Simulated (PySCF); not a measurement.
# A gas-phase reaction: AlFH2O2 + ClH → AlClH2O2 + FH

Wanted: the reaction energy for `[OH][Al]([OH])[F]` + `Cl` → `[OH][Al]([OH])[Cl]` + `F`.

Computed with PySCF 2.14.0; each step states its level. No surroundings beyond the atoms listed, unless a continuum is named. Atoms count from 0, parts from 1.

## Step 1: Starting point

Each species was relaxed by itself at PBE0-D3(BJ)/def2-SVPD.

## Step 2: Reaction energy: wB97M-D3(BJ)/def2-TZVPD

What the job is given:

```
{"job": {"kind": "react", "xc": "wB97M-D3(BJ)", "basis": "def2-TZVPD"}, "charge": 0, "multiplicity": 1}
-1 AlFH2O2 charge 0 multiplicity 1
O      0.764430    -1.064120    -0.641990
Al    -0.175600     0.269700    -0.170960
O     -0.510640     0.581410     1.461380
F     -0.801160     1.320460    -1.300680
H      0.986960    -1.291030    -1.544990
H     -0.193440     0.037010     2.182460

-1 ClH charge 0 multiplicity 1
Cl     0.644710     0.004350    -0.001490
H     -0.643480    -0.002740     0.002260

+1 AlClH2O2 charge 0 multiplicity 1
O      1.183150    -0.827520    -0.227210
Al    -0.313590    -0.066290     0.042060
O     -0.419880     1.622210     0.174020
Cl    -2.084840    -1.173220     0.221270
H      1.308290    -1.772560    -0.315840
H      0.327120     2.217540     0.105620

+1 FH charge 0 multiplicity 1
F      0.459840    -0.012800     0.008190
H     -0.459840     0.012800    -0.008190
```

With the program's defaults for keys left out, this is: wB97M-D3(BJ)/def2-TZVPD reaction energy of separated species, gas phase.

Started as:

```sh
OMP_NUM_THREADS=1 python cluster_run.py task.json out
```

This one command runs all jobs of the session in turn.

The log of the run:

```text
species 1 (AlFH2O2)
coarse grid: 26960 points
cycle   1  E = -494.1295736207  dE =  1.461e-01  |g| = 1.071e+00  |ddm| = 2.169e+00
cycle   2  E = -494.0917842424  dE =  3.779e-02  |g| = 1.255e+00  |ddm| = 1.501e+00
cycle   3  E = -494.3351052641  dE = -2.433e-01  |g| = 3.996e-02  |ddm| = 7.611e-01
cycle   4  E = -494.3356246405  dE = -5.194e-04  |g| = 1.358e-02  |ddm| = 5.238e-02
cycle   5  E = -494.3356837935  dE = -5.915e-05  |g| = 8.154e-03  |ddm| = 1.844e-02
cycle   6  E = -494.3356960550  dE = -1.226e-05  |g| = 2.369e-03  |ddm| = 5.547e-03
cycle   7  E = -494.3356977664  dE = -1.711e-06  |g| = 3.293e-04  |ddm| = 2.706e-03
final grid: 56656 points
cycle   8  E = -494.3357164912  dE = -1.967e-07  |g| = 1.967e-04  |ddm| = 1.588e-03
cycle   9  E = -494.3357165046  dE = -1.337e-08  |g| = 1.655e-04  |ddm| = 4.422e-04
cycle  10  E = -494.3357165097  dE = -5.168e-09  |g| = 4.580e-05  |ddm| = 9.928e-05
cycle  11  E = -494.3357165112  dE = -1.413e-09  |g| = 1.216e-05  |ddm| = 1.139e-04
cycle  12  E = -494.3357165112  dE = -9.140e-11  |g| = 5.228e-06  |ddm| = 2.981e-05
converged SCF energy = -494.3357165112

species 2 (ClH)
coarse grid: 8792 points
cycle   1  E = -460.8503333335  dE = -8.165e-02  |g| = 2.169e-01  |ddm| = 7.239e-01
cycle   2  E = -460.8625128061  dE = -1.218e-02  |g| = 1.397e-01  |ddm| = 2.651e-01
cycle   3  E = -460.8670521646  dE = -4.539e-03  |g| = 1.358e-02  |ddm| = 9.818e-02
cycle   4  E = -460.8670932475  dE = -4.108e-05  |g| = 3.364e-03  |ddm| = 9.545e-03
cycle   5  E = -460.8670994958  dE = -6.248e-06  |g| = 8.515e-04  |ddm| = 3.915e-03
final grid: 17120 points
cycle   6  E = -460.8670682540  dE = -3.716e-07  |g| = 3.676e-04  |ddm| = 8.893e-04
cycle   7  E = -460.8670683002  dE = -4.628e-08  |g| = 1.618e-04  |ddm| = 3.981e-04
cycle   8  E = -460.8670683068  dE = -6.576e-09  |g| = 4.221e-05  |ddm| = 1.295e-04
cycle   9  E = -460.8670683081  dE = -1.312e-09  |g| = 3.977e-06  |ddm| = 6.531e-05
cycle  10  E = -460.8670683081  dE = -4.377e-12  |g| = 8.167e-07  |ddm| = 3.314e-06
converged SCF energy = -460.8670683081

species 3 (AlClH2O2)
coarse grid: 27976 points
cycle   1  E = -854.5091310628  dE =  2.343e-01  |g| = 9.738e-01  |ddm| = 2.143e+00
cycle   2  E = -854.4711395688  dE =  3.799e-02  |g| = 1.147e+00  |ddm| = 1.452e+00
cycle   3  E = -854.6883360331  dE = -2.172e-01  |g| = 5.591e-02  |ddm| = 7.468e-01
cycle   4  E = -854.6891531611  dE = -8.171e-04  |g| = 2.428e-02  |ddm| = 7.831e-02
cycle   5  E = -854.6892956611  dE = -1.425e-04  |g| = 5.681e-03  |ddm| = 2.402e-02
cycle   6  E = -854.6893084903  dE = -1.283e-05  |g| = 1.522e-03  |ddm| = 9.325e-03
cycle   7  E = -854.6893093147  dE = -8.245e-07  |g| = 1.104e-03  |ddm| = 2.104e-03
final grid: 56800 points
cycle   8  E = -854.6892816509  dE = -6.315e-08  |g| = 1.285e-03  |ddm| = 2.371e-03
cycle   9  E = -854.6892815372  dE =  1.138e-07  |g| = 1.564e-03  |ddm| = 1.615e-03
cycle  10  E = -854.6892819250  dE = -3.879e-07  |g| = 3.439e-05  |ddm| = 8.325e-04
cycle  11  E = -854.6892819264  dE = -1.414e-09  |g| = 9.583e-06  |ddm| = 1.208e-04
cycle  12  E = -854.6892819265  dE = -5.161e-11  |g| = 2.767e-06  |ddm| = 1.766e-05
converged SCF energy = -854.6892819265

species 4 (FH)
coarse grid: 7776 points
cycle   1  E = -100.4688152646  dE = -9.407e-02  |g| = 4.644e-01  |ddm| = 6.197e-01
cycle   2  E = -100.4724966424  dE = -3.681e-03  |g| = 5.038e-01  |ddm| = 3.808e-01
cycle   3  E = -100.5053093746  dE = -3.281e-02  |g| = 2.574e-02  |ddm| = 1.678e-01
cycle   4  E = -100.5053853521  dE = -7.598e-05  |g| = 5.006e-03  |ddm| = 1.077e-02
cycle   5  E = -100.5053899931  dE = -4.641e-06  |g| = 4.334e-04  |ddm| = 3.766e-03
final grid: 16976 points
cycle   6  E = -100.5053936948  dE = -6.399e-08  |g| = 1.071e-04  |ddm| = 8.222e-04
cycle   7  E = -100.5053936982  dE = -3.441e-09  |g| = 8.267e-05  |ddm| = 2.185e-04
cycle   8  E = -100.5053936991  dE = -8.930e-10  |g| = 2.032e-05  |ddm| = 3.755e-05
converged SCF energy = -100.5053936991

Reaction energy = 4.740 kcal/mol
```

Run time: 36 s. Hardware: 1 thread of Arm Neoverse N1, shared host; peak memory 0.61 GiB.

Species by species (with the dispersion term, which the log's SCF energies lack):

| ν | species | energy (Eh) | HOMO (eV) |
| --- | --- | --- | --- |
| -1 | [OH][Al]([OH])[F] | -494.33912 | -12.00 |
| -1 | Cl | -460.86761 | -11.93 |
| +1 | [OH][Al]([OH])[Cl] | -854.69354 | -11.67 |
| +1 | F | -100.50563 | -14.54 |

## Step 3: Energies of the species: PBE0-D3(BJ)/def2-TZVPD

Settings changed since step 2:

```diff
@@ -1,2 +1,2 @@
-{"job": {"kind": "react", "xc": "wB97M-D3(BJ)", "basis": "def2-TZVPD"}, "charge": 0, "multiplicity": 1}
+{"job": {"kind": "react", "xc": "PBE0", "basis": "def2-TZVPD", "disp": "d3bj"}, "charge": 0, "multiplicity": 1}
 -1 AlFH2O2 charge 0 multiplicity 1
```

With the program's defaults for keys left out, this is: PBE0-D3(BJ)/def2-TZVPD reaction energy of separated species, gas phase.

The log of the run:

```text
species 1 (AlFH2O2)
coarse grid: 6128 points
cycle   1  E = -493.6242498683  dE =  2.819e-01  |g| = 1.195e+00  |ddm| = 2.283e+00
cycle   2  E = -493.1842625980  dE =  4.400e-01  |g| = 1.975e+00  |ddm| = 2.129e+00
cycle   3  E = -493.8692056079  dE = -6.849e-01  |g| = 7.629e-02  |ddm| = 1.421e+00
cycle   4  E = -493.8697315662  dE = -5.260e-04  |g| = 6.608e-02  |ddm| = 8.204e-02
cycle   5  E = -493.8703718465  dE = -6.403e-04  |g| = 8.479e-03  |ddm| = 3.350e-02
cycle   6  E = -493.8703826956  dE = -1.085e-05  |g| = 1.496e-03  |ddm| = 6.728e-03
cycle   7  E = -493.8703831009  dE = -4.054e-07  |g| = 3.626e-04  |ddm| = 1.116e-03
final grid: 56656 points
cycle   8  E = -493.8740006149  dE = -4.242e-05  |g| = 6.305e-03  |ddm| = 2.646e-02
cycle   9  E = -493.8739906736  dE =  9.941e-06  |g| = 9.837e-03  |ddm| = 9.125e-03
cycle  10  E = -493.8740067443  dE = -1.607e-05  |g| = 3.661e-04  |ddm| = 6.042e-03
cycle  11  E = -493.8740067614  dE = -1.710e-08  |g| = 1.659e-04  |ddm| = 2.329e-04
cycle  12  E = -493.8740067652  dE = -3.797e-09  |g| = 3.876e-05  |ddm| = 9.441e-05
cycle  13  E = -493.8740067654  dE = -2.066e-10  |g| = 6.358e-06  |ddm| = 2.355e-05
converged SCF energy = -493.8740067654

species 2 (ClH)
coarse grid: 2248 points
cycle   1  E = -460.6537843157  dE = -4.644e-02  |g| = 1.882e-01  |ddm| = 7.411e-01
cycle   2  E = -460.6558531059  dE = -2.069e-03  |g| = 1.902e-01  |ddm| = 3.151e-01
cycle   3  E = -460.6653817068  dE = -9.529e-03  |g| = 1.506e-02  |ddm| = 1.513e-01
cycle   4  E = -460.6654037638  dE = -2.206e-05  |g| = 2.693e-03  |ddm| = 7.323e-03
cycle   5  E = -460.6654053117  dE = -1.548e-06  |g| = 1.111e-03  |ddm| = 2.553e-03
final grid: 17120 points
cycle   6  E = -460.6658903632  dE = -4.429e-06  |g| = 2.164e-03  |ddm| = 7.339e-03
cycle   7  E = -460.6658903927  dE = -2.956e-08  |g| = 1.795e-03  |ddm| = 2.512e-03
cycle   8  E = -460.6658910103  dE = -6.176e-07  |g| = 1.533e-04  |ddm| = 1.363e-03
cycle   9  E = -460.6658910172  dE = -6.904e-09  |g| = 2.148e-05  |ddm| = 1.086e-04
cycle  10  E = -460.6658910173  dE = -9.999e-11  |g| = 4.933e-06  |ddm| = 1.682e-05
converged SCF energy = -460.6658910173

species 3 (AlClH2O2)
coarse grid: 6664 points
cycle   1  E = -853.9277454751  dE =  3.304e-01  |g| = 1.081e+00  |ddm| = 2.268e+00
cycle   2  E = -853.5025097145  dE =  4.252e-01  |g| = 1.840e+00  |ddm| = 2.008e+00
cycle   3  E = -854.1355194649  dE = -6.330e-01  |g| = 1.125e-01  |ddm| = 1.354e+00
cycle   4  E = -854.1380385687  dE = -2.519e-03  |g| = 5.262e-02  |ddm| = 1.393e-01
cycle   5  E = -854.1385909366  dE = -5.524e-04  |g| = 7.740e-03  |ddm| = 4.830e-02
cycle   6  E = -854.1386002285  dE = -9.292e-06  |g| = 3.996e-03  |ddm| = 8.826e-03
cycle   7  E = -854.1386030685  dE = -2.840e-06  |g| = 1.298e-03  |ddm| = 3.041e-03
final grid: 56800 points
cycle   8  E = -854.1390494273  dE = -2.566e-05  |g| = 7.353e-03  |ddm| = 2.501e-02
cycle   9  E = -854.1390364159  dE =  1.301e-05  |g| = 1.121e-02  |ddm| = 1.106e-02
cycle  10  E = -854.1390579719  dE = -2.156e-05  |g| = 7.273e-04  |ddm| = 7.174e-03
cycle  11  E = -854.1390580463  dE = -7.446e-08  |g| = 1.926e-04  |ddm| = 6.483e-04
cycle  12  E = -854.1390580537  dE = -7.341e-09  |g| = 6.583e-05  |ddm| = 2.002e-04
cycle  13  E = -854.1390580544  dE = -7.769e-10  |g| = 1.992e-05  |ddm| = 5.000e-05
converged SCF energy = -854.1390580544

species 4 (FH)
coarse grid: 1712 points
cycle   1  E = -100.3541403423  dE = -3.604e-02  |g| = 4.958e-01  |ddm| = 6.253e-01
cycle   2  E = -100.3146228146  dE =  3.952e-02  |g| = 7.430e-01  |ddm| = 5.125e-01
cycle   3  E = -100.3938642642  dE = -7.924e-02  |g| = 2.284e-02  |ddm| = 2.892e-01
cycle   4  E = -100.3939398198  dE = -7.556e-05  |g| = 4.205e-03  |ddm| = 9.787e-03
cycle   5  E = -100.3939418037  dE = -1.984e-06  |g| = 3.557e-04  |ddm| = 1.247e-03
final grid: 16976 points
cycle   6  E = -100.3948398147  dE = -1.859e-05  |g| = 4.004e-03  |ddm| = 7.543e-03
cycle   7  E = -100.3948378824  dE =  1.932e-06  |g| = 5.508e-03  |ddm| = 3.358e-03
cycle   8  E = -100.3948419858  dE = -4.103e-06  |g| = 9.882e-05  |ddm| = 2.016e-03
cycle   9  E = -100.3948419870  dE = -1.267e-09  |g| = 1.773e-05  |ddm| = 3.908e-05
cycle  10  E = -100.3948419871  dE = -4.727e-11  |g| = 3.062e-06  |ddm| = 1.023e-05
converged SCF energy = -100.3948419871

Reaction energy = 3.240 kcal/mol
```

Run time: 18 s. Hardware: 1 thread of Arm Neoverse N1, shared host; peak memory 0.6 GiB.

Reaction energy at this level: 3.24 kcal/mol.

## Step 4: Reaction energy: MP2/def2-TZVPD

Settings changed since step 3:

```diff
@@ -1,2 +1,2 @@
-{"job": {"kind": "react", "xc": "PBE0", "basis": "def2-TZVPD", "disp": "d3bj"}, "charge": 0, "multiplicity": 1}
+{"job": {"kind": "react", "xc": "MP2", "basis": "def2-TZVPD"}, "charge": 0, "multiplicity": 1}
 -1 AlFH2O2 charge 0 multiplicity 1
```

Method: MP2/def2-TZVPD reaction energy of separated species, gas phase.

The log of the run:

```text
species 1 (AlFH2O2)
final grid: 56656 points
cycle   1  E = -492.4496064031  dE = -5.924e-02  |g| = 8.262e-01  |ddm| = 2.102e+00
cycle   2  E = -492.5305707006  dE = -8.096e-02  |g| = 5.398e-01  |ddm| = 8.594e-01
cycle   3  E = -492.5741369254  dE = -4.357e-02  |g| = 4.128e-02  |ddm| = 3.041e-01
cycle   4  E = -492.5747920180  dE = -6.551e-04  |g| = 9.673e-03  |ddm| = 5.583e-02
cycle   5  E = -492.5748468859  dE = -5.487e-05  |g| = 3.561e-03  |ddm| = 1.556e-02
cycle   6  E = -492.5748533964  dE = -6.511e-06  |g| = 1.741e-03  |ddm| = 4.367e-03
cycle   7  E = -492.5748546430  dE = -1.247e-06  |g| = 4.062e-04  |ddm| = 2.369e-03
cycle   8  E = -492.5748547455  dE = -1.025e-07  |g| = 7.508e-05  |ddm| = 7.728e-04
cycle   9  E = -492.5748547490  dE = -3.507e-09  |g| = 2.288e-05  |ddm| = 1.458e-04
cycle  10  E = -492.5748547493  dE = -3.060e-10  |g| = 6.616e-06  |ddm| = 4.410e-05
converged SCF energy = -492.5748547493

species 2 (ClH)
final grid: 17120 points
cycle   1  E = -460.0817352229  dE = -1.008e-01  |g| = 2.132e-01  |ddm| = 7.101e-01
cycle   2  E = -460.0969052234  dE = -1.517e-02  |g| = 8.401e-02  |ddm| = 2.053e-01
cycle   3  E = -460.0986385852  dE = -1.733e-03  |g| = 1.826e-02  |ddm| = 5.472e-02
cycle   4  E = -460.0988471507  dE = -2.086e-04  |g| = 6.315e-03  |ddm| = 1.638e-02
cycle   5  E = -460.0988771503  dE = -3.000e-05  |g| = 1.289e-03  |ddm| = 7.398e-03
cycle   6  E = -460.0988783664  dE = -1.216e-06  |g| = 2.807e-04  |ddm| = 1.659e-03
cycle   7  E = -460.0988784196  dE = -5.327e-08  |g| = 4.150e-05  |ddm| = 4.895e-04
cycle   8  E = -460.0988784204  dE = -7.331e-10  |g| = 7.806e-06  |ddm| = 6.177e-05
converged SCF energy = -460.0988784204

species 3 (AlClH2O2)
final grid: 56800 points
cycle   1  E = -852.4923064400  dE =  9.887e-02  |g| = 7.339e-01  |ddm| = 2.097e+00
cycle   2  E = -852.5630161746  dE = -7.071e-02  |g| = 4.757e-01  |ddm| = 8.579e-01
cycle   3  E = -852.5999828878  dE = -3.697e-02  |g| = 4.513e-02  |ddm| = 3.082e-01
cycle   4  E = -852.6006991340  dE = -7.162e-04  |g| = 1.205e-02  |ddm| = 6.233e-02
cycle   5  E = -852.6007618855  dE = -6.275e-05  |g| = 3.617e-03  |ddm| = 1.679e-02
cycle   6  E = -852.6007690799  dE = -7.194e-06  |g| = 1.117e-03  |ddm| = 6.053e-03
cycle   7  E = -852.6007699942  dE = -9.142e-07  |g| = 3.065e-04  |ddm| = 2.215e-03
cycle   8  E = -852.6007700549  dE = -6.076e-08  |g| = 1.227e-04  |ddm| = 6.206e-04
cycle   9  E = -852.6007700597  dE = -4.706e-09  |g| = 3.363e-05  |ddm| = 1.267e-04
cycle  10  E = -852.6007700603  dE = -6.123e-10  |g| = 7.190e-06  |ddm| = 6.180e-05
converged SCF energy = -852.6007700603

species 4 (FH)
final grid: 16976 points
cycle   1  E = -100.0371206449  dE = -1.649e-01  |g| = 4.007e-01  |ddm| = 6.032e-01
cycle   2  E = -100.0578881694  dE = -2.077e-02  |g| = 2.336e-01  |ddm| = 2.533e-01
cycle   3  E = -100.0646344068  dE = -6.746e-03  |g| = 2.356e-02  |ddm| = 8.091e-02
cycle   4  E = -100.0647518314  dE = -1.174e-04  |g| = 6.199e-03  |ddm| = 1.253e-02
cycle   5  E = -100.0647675423  dE = -1.571e-05  |g| = 1.459e-03  |ddm| = 5.121e-03
cycle   6  E = -100.0647688152  dE = -1.273e-06  |g| = 2.290e-04  |ddm| = 1.848e-03
cycle   7  E = -100.0647688495  dE = -3.438e-08  |g| = 1.958e-05  |ddm| = 4.211e-04
cycle   8  E = -100.0647688497  dE = -1.853e-10  |g| = 2.360e-06  |ddm| = 2.495e-05
converged SCF energy = -100.0647688497

Reaction energy = 4.187 kcal/mol
```

Wall time 8.5 s (1 thread of Arm Neoverse N1, shared host); peak memory 0.41 GiB.

Reaction energy at this level: 4.19 kcal/mol.

## Step 5: Comparing the runs

Energies in kcal/mol, with wall time:

| run | reaction | time |
| --- | --- | --- |
| wB97M-D3(BJ)/def2-TZVPD | 4.74 | 36 s |
| PBE0-D3(BJ)/def2-TZVPD | 3.24 | 18 s |
| MP2/def2-TZVPD | 4.19 | 8.5 s |

## Step 6: What came out

| quantity | value |
| --- | --- |
| reaction energy (wB97M-D3(BJ)/def2-TZVPD) | 4.74 kcal/mol |
| ΔH, ΔG at 298 K (xTB thermal terms) | +6.2, +6.2 kcal/mol |
| range of the reaction energy over the runs of this table | 3.24 to 4.74 kcal/mol |

What this shows: The reaction is endothermic by 6.2 kcal/mol in the gas phase; dispersion gives -0.35, and xTB itself gave 13.58 for the electronic energy (xTB energies and thermal terms come from the earlier relaxation of each species, not shown). No barrier was sought. The reaction energy runs from 3.24 (PBE0-D3(BJ)/def2-TZVPD) to 4.74 kcal/mol (wB97M-D3(BJ)/def2-TZVPD).
